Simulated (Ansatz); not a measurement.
# Al2Ga3N5: the cost of one run

Computed with Ansatz 0.2.0 (DFT PBE, scalar-relativistic, plane waves, PAW, unless a step's input says otherwise).

## Step 1: Starting point

The structure is trigonal, space group R-3m (No. 166). Conventional cell: a = 3.395 Å, b = 3.395 Å, c = 41.576 Å, α = 90.00°, β = 90.00°, γ = 120.00°. Al (site symmetry 3m) is surrounded by 6 N at 2.40 Å. Around Ga (site symmetry -3m) lie 6 N at 2.40 Å. Ga (site symmetry 3m) has 6 N at 2.40 Å in its first shell of neighbours. N (site symmetry 3m) is surrounded by 3 Al at 2.40 Å and 3 Ga at 2.40 Å. N (site symmetry -3m) has 6 Ga at 2.40 Å in its first shell of neighbours.

As a file:

```
Al Ga N
1.0
     1.69735    0.97997   13.85880
    -1.69735    0.97997   13.85880
     0.00000   -1.95993   13.85880
Al Ga N
2 3 5
Direct
  0.40000 0.40000 0.40000
  0.60000 0.60000 0.60000
  0.00000 0.00000 0.00000
  0.80000 0.80000 0.80000
  0.20000 0.20000 0.20000
  0.30000 0.30000 0.30000
  0.70000 0.70000 0.70000
  0.10000 0.10000 0.10000
  0.50000 0.50000 0.50000
  0.90000 0.90000 0.90000
```

The start is an ordering of an alloy on its end members' structure types: elements ordered on the sites of the GaN type, Al/Ga on Ga (R-3m, No. 166).

## Step 2: Probe: one point on a coarse mesh

Input file input.yaml:

```yaml
crystal:
  lattice:
    - [1.69734996, 0.97996545, 13.85880436]
    - [-1.69734996, 0.97996545, 13.85880436]
    - [0.0, -1.95993091, 13.85880436]
  atoms:
    - { symbol: Al, position: [0.4, 0.4, 0.4] }
    - { symbol: Al, position: [0.6, 0.6, 0.6] }
    - { symbol: Ga, position: [0.0, 0.0, 0.0] }
    - { symbol: Ga, position: [0.8, 0.8, 0.8] }
    - { symbol: Ga, position: [0.2, 0.2, 0.2] }
    - { symbol: "N", position: [0.3, 0.3, 0.3] }
    - { symbol: "N", position: [0.7, 0.7, 0.7] }
    - { symbol: "N", position: [0.1, 0.1, 0.1] }
    - { symbol: "N", position: [0.5, 0.5, 0.5] }
    - { symbol: "N", position: [0.9, 0.9, 0.9] }
basis:
  ecutwfc: 420
kpoints:
  mp_grid: { grid: [6, 6, 6] }
hamiltonian:
  xc: pbe
scf:
  occupations: { method: gaussian, width: 0.1 }
  lower_state_search: "off"
output:
  forces: true
  stress: true
  eigenvalues: true
```

The run is started by

```console
$ ansatz run input.yaml --threads 4 --pin off --max-ram 8192MiB --backend cpu --events-out ev --progress --plain --runs-dir out
```

**Question.** How long does this run take on 4 threads of Intel Xeon at 2.50GHz (Skylake/Cascade Lake), shared host, and how much memory does it need?

About 8.7 s, with a peak of 0.59 GiB.
